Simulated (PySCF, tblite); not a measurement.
# CH₆B₂N radical: geometry, infrared bands and EPR parameters

Aim: predict the infrared bands and EPR parameters of CH₆B₂N radical (`BN[B]C`).

Computed with tblite 0.8.0 and PySCF 2.14.0, with density-fitted response routines of our own, on a single molecule in the gas phase. Atoms are numbered from 0 throughout.

## 1. Starting geometry

10 atoms, charge 0, multiplicity 2; geometry from: force field or distance geometry start.

Bonds of the start (Å): B0–N1 1.52, N1–B2 1.53, B2–C3 1.61, B0–H4 1.18, B0–H5 1.19, N1–H6 1.05, C3–H7 1.11, C3–H8 1.09, C3–H9 1.11.

## 2. Optimising the geometry with GFN2-xTB

Job settings and geometry (Å):

```
{"job": {"kind": "relax", "xc": "GFN2-xTB", "basis": "xTB"}, "charge": 0, "multiplicity": 2}
B      2.124800    -0.118500    -0.232200
N      0.657100    -0.196700    -0.616800
B     -0.236600    -0.423500     0.605100
C     -1.770900    -0.006800     0.344700
H      2.765500    -1.037600     0.142400
H      2.567200     0.962400    -0.024700
H      0.304300     0.673500    -1.078200
H     -2.367300    -0.415900     1.190000
H     -1.882800     1.069600     0.222500
H     -2.152500    -0.501900    -0.575300
```

On the command line:

```console
> OMP_NUM_THREADS=1 python probes_run.py task.json out
```

The driver reads the jobs from task.json and runs them one after another.

Standard output:

```text
step      E/eV     max force
  0    -285.66612    3.380
  1    -286.01464    2.049
  2    -286.21438    2.322
  3    -286.29029    0.921
  4    -286.36480    0.692
  5    -286.42853    0.811
  6    -286.46535    0.614
  7    -286.49180    0.355
  8    -286.50749    0.407
  9    -286.53024    0.498
 10    -286.55869    0.582
 11    -286.58989    0.630
 12    -286.62359    0.500
 13    -286.65504    0.645
 14    -286.68592    0.636
 15    -286.71554    0.442
 16    -286.73249    0.358
 17    -286.74343    0.376
 18    -286.75435    0.512
 19    -286.76302    0.420
 20    -286.76926    0.214
 21    -286.77277    0.114
 22    -286.77477    0.125
 23    -286.77593    0.108
 24    -286.77734    0.102
 25    -286.77821    0.105
 26    -286.77916    0.122
 27    -286.78037    0.142
 28    -286.78173    0.121
 29    -286.78277    0.062
 30    -286.78344    0.076
 31    -286.78395    0.082
 32    -286.78447    0.083
 33    -286.78494    0.067
 34    -286.78530    0.068
 35    -286.78566    0.085
 36    -286.78620    0.085
 37    -286.78694    0.096
 38    -286.78775    0.084
 39    -286.78853    0.082
 40    -286.78946    0.098
 41    -286.79089    0.119
 42    -286.79274    0.149
 43    -286.79431    0.124
 44    -286.79519    0.066
 45    -286.79561    0.052
 46    -286.79599    0.065
 47    -286.79647    0.059
 48    -286.79693    0.059
 49    -286.79722    0.052
 50    -286.79740    0.048
 51    -286.79759    0.040
 52    -286.79784    0.031
 53    -286.79793    0.028
 54    -286.79808    0.037
 55    -286.79823    0.043
 56    -286.79841    0.035
 57    -286.79856    0.034
 58    -286.79868    0.038
 59    -286.79884    0.039
 60    -286.79899    0.030
 61    -286.79908    0.020
 62    -286.79912    0.018
 63    -286.79916    0.017
 64    -286.79922    0.020
 65    -286.79927    0.016
 66    -286.79931    0.010
```

Run time: 0.16 s. Hardware: 1 thread of Arm Neoverse V2, shared host.

Along the way: (not every step is listed)

```tsv
step	energy from step 0 (eV)	largest force (eV/Å)
0	0.0000	3.3801
1	-0.3485	2.0492
2	-0.5483	2.3220
3	-0.6242	0.9207
4	-0.6987	0.6919
5	-0.7624	0.8112
6	-0.7992	0.6140
7	-0.8257	0.3545
8	-0.8414	0.4066
13	-0.9889	0.6448
18	-1.0882	0.5118
23	-1.1098	0.1079
28	-1.1156	0.1210
33	-1.1188	0.0673
38	-1.1216	0.0840
43	-1.1282	0.1245
48	-1.1308	0.0593
53	-1.1318	0.0283
58	-1.1326	0.0375
61	-1.1330	0.0197
62	-1.1330	0.0179
63	-1.1330	0.0169
64	-1.1331	0.0199
65	-1.1332	0.0158
66	-1.1332	0.0102
```

Distances of close pairs at the start and the end, largest changes first:

```tsv
bond	before (Å)	after (Å)	change (Å)
N1–B2	1.531	1.409	-0.121
B0–N1	1.519	1.406	-0.113
B2–C3	1.611	1.576	-0.035
N1–H6	1.046	1.020	-0.026
C3–H7	1.112	1.088	-0.024
C3–H9	1.112	1.091	-0.021
B0–H5	1.186	1.173	-0.013
B0–H4	1.181	1.170	-0.012
```

The next job starts from the end point, and lists it.

## 3. Infrared spectrum with GFN2-xTB

Job settings and geometry (Å):

```
{"job": {"kind": "ir", "xc": "GFN2-xTB", "basis": "xTB"}, "charge": 0, "multiplicity": 2}
B      2.125498    -0.061291    -0.183273
N      0.741329     0.185119    -0.189356
B     -0.288604    -0.535732     0.447533
C     -1.806583    -0.137861     0.298922
H      2.539355    -0.972129     0.422923
H      2.838846     0.648142    -0.786567
H      0.445864     0.996093    -0.733242
H     -2.449867    -0.480460     1.106771
H     -1.939156     0.943864     0.212053
H     -2.197800    -0.581091    -0.618290
```

Standard output:

```text
mode    cm-1     km/mol
  1      35.8      2.50
  2      81.5      0.10
  3     222.4      0.87
  4     351.0      2.73
  5     399.2      0.56
  6     733.3      2.46
  7     808.7     58.03
  8     829.4     32.12
  9     861.6    186.20
 10     899.8      2.19
 11     996.6     75.32
 12    1109.9     22.30
 13    1240.5     41.39
 14    1262.9      8.51
 15    1373.8    134.01
 16    1387.5    442.13
 17    1476.8      0.24
 18    1499.4      2.18
 19    2609.8    171.34
 20    2654.7    166.79
 21    2939.6     49.73
 22    2986.3     23.89
 23    3025.1     36.94
 24    3228.8     33.05
```

Wall time 0.1 s (1 thread of Arm Neoverse V2, shared host).

The strongest bands and the atoms that carry them (share of the mass-weighted mode):

```tsv
cm⁻¹	km/mol	atoms
809	58.0	H6 53 %, N1 12 %
862	186.2	H5 37 %, H4 34 %, B0 27 %
997	75.3	B2 40 %, C3 18 %
1374	134.0	H9 27 %, H8 24 %, H7 19 %, C3 16 %
1388	442.1	N1 44 %, B0 18 %, B2 14 %
2610	171.3	H5 83 %, H4 12 %
2655	166.8	H4 80 %, B0 10 %
2940	49.7	H8 93 %
```

## 4. EPR parameters: B3LYP/pcH-1

Settings changed since step 3:

```diff
@@ -1,2 +1,2 @@
-{"job": {"kind": "ir", "xc": "GFN2-xTB", "basis": "xTB"}, "charge": 0, "multiplicity": 2}
+{"job": {"kind": "epr", "basis": "pcH-1"}, "charge": 0, "multiplicity": 2}
 B      2.125498    -0.061291    -0.183273
```

Method: UKS B3LYP, pcH-1 on B C H N, non-relativistic, mean-field spin-orbit, GIAO.

Standard output:

```text
UKS, coarse grid
  cycle   1  E = -146.13443458  |g| = 3.21e-01
  cycle   2  E = -146.11469742  |g| = 3.96e-01
  cycle   3  E = -146.18500415  |g| = 5.48e-02
  cycle   4  E = -146.18616087  |g| = 2.46e-02
  cycle   5  E = -146.18643136  |g| = 5.07e-03
  cycle   6  E = -146.18644680  |g| = 1.41e-03
  cycle   7  E = -146.18644904  |g| = 4.15e-04
UKS, final grid
  cycle   1  E = -146.18643372  |g| = 3.95e-04
  cycle   2  E = -146.18643369  |g| = 4.96e-04
  cycle   3  E = -146.18643381  |g| = 7.65e-05
  cycle   4  E = -146.18643381  |g| = 2.58e-05
E = -146.18643381 Eh   <S^2> = 0.7517 (exact 0.7500)
g shifts (ppm)      1          2          3
  rmc          -101       -101       -101
  gc             17         22          4
  oz_so        -863        -99        165
  total        -947       -178         68
hyperfine (MHz)  atom isotope    a_iso     a_fc   dipolar eigenvalues
    0   11B      24.98      24.98     -2.04     -1.08      3.12
    1   14N      25.50      25.50     -2.18     -0.35      2.53
    2   11B     454.27     454.27    -41.59    -39.41     81.00
    3   13C      72.04      72.04     -6.32     -4.79     11.11
    4    1H       1.68       1.68     -3.93     -2.85      6.78
    5    1H       0.29       0.29     -1.67     -1.10      2.77
    6    1H      78.77      78.77     -4.11     -2.69      6.80
    7    1H      19.67      19.67     -6.08     -4.78     10.86
    8    1H      45.50      45.50     -4.72     -2.31      7.03
    9    1H      -1.62      -1.62     -5.49     -3.53      9.02
```

Run time: 13 s. Hardware: 1 thread of Arm Neoverse V2, shared host; peak memory 0.62 GiB.

Principal g values 2.00137, 2.00214, 2.00239; g(iso) = 2.00197, against 2.00232 for a free electron.

Mean a(iso) over the nuclei that a row names, and the largest dipolar term of the row (other rows stand at the frozen geometry):

```tsv
nuclei	isotope	a(iso) (MHz)	a(iso) (G, at g = 2.0023)	largest dipolar term (MHz)
B2	11B	454.3	162.1	81.0
H6	1H	78.8	28.1	6.8
C3	13C	72.0	25.7	11.1
N1	14N	25.5	9.1	2.5
B0	11B	25.0	8.9	3.1
H7, H8, H9	1H	21.2	7.6	10.9
H4, H5	1H	1.0	0.4	6.8
```

Mulliken spin populations:

```tsv
atom	value (e)
B0	-0.01
N1	-0.04
B2	0.95
C3	-0.01
H4	0.00
H5	0.00
H6	0.05
H7	0.00
H8	0.04
H9	0.01
```

In first order the couplings over 0.8 MHz of 11B, 1H, 14N give 1152 distinct lines over 582.7 G, if the averaged nuclei exchange fast.

The fields below are evaluated on a grid from the run's orbitals.

ELF in a plane through or near 7 of the atoms.

Ten even steps from '0' (0.00) to '9' (1.00):
```
0000000000000000000000000000
0000000000000000000000000000
0000000000000000000000000000
0000000000000000000000000000
0000034200036410001100000000
0000699810189950046630000000
0004999940199960179851000000
0017999972289840279861000000
0017999984577730378851000000
0003899811822753743442100000
0000246295866933936276300000
0000027854446366886899710000
0000059999214411766899820000
0000299999306999833699710000
0000399999207999820156200000
0000079997017999820000000000
0000014741005999710000000000
0000000100003687410000000000
0000000000000011000000000000
0000000000000000000000000000
```
The map spans 11.1 Å across and 7.8 Å up, centred on the molecule. Atoms in the plane (x, y in Å): B0 (-2.1, -0.2), N1 (-0.8, 0.2), B2 (0.4, -0.7), C3 (1.8, -0.1), H4 (-2.4, -1.3), H5 (-2.9, 0.7), H6 (-0.6, 1.2).

On the surface of density 0.002 e/bohr³ the electrostatic potential runs, from the 1st to the 99th percentile, from -0.82 V near B2 to 1.71 V near H6.

The spin density lies nearest to B2 80 %.

## 5. Outcome

```
                                 quantity                  value
strongest single infrared mode (GFN2-xTB)  1388 cm⁻¹, 442 km/mol
             zero-point energy (GFN2-xTB)          47.2 kcal/mol
                           g(iso) (B3LYP)                2.00197
                                     ⟨S²⟩     0.752 (exact 0.75)
       largest a(iso) (averaged by class)   11B on B2, 454.3 MHz
    surface potential, 1st and 99th percentile     -0.82 V and 1.71 V
```

**Reading.** The optimisation took 66 steps and gained 1.133 eV; among the close pairs (by a distance rule), N1–B2 changed most, from 1.531 to 1.409 Å. No mode is imaginary among the 24: a minimum at this level. The strongest single mode, at 1388 cm⁻¹, has its largest shares on N1, B0 and B2 (the list is cut at 3 atoms). Unscaled tight-binding wavenumbers are off by several per cent, some by more. Its intensities can rank the bands wrongly. B2 carries the largest spin population, 0.95 e. The isotropic g lies 0.4 ppt below the free-electron value.
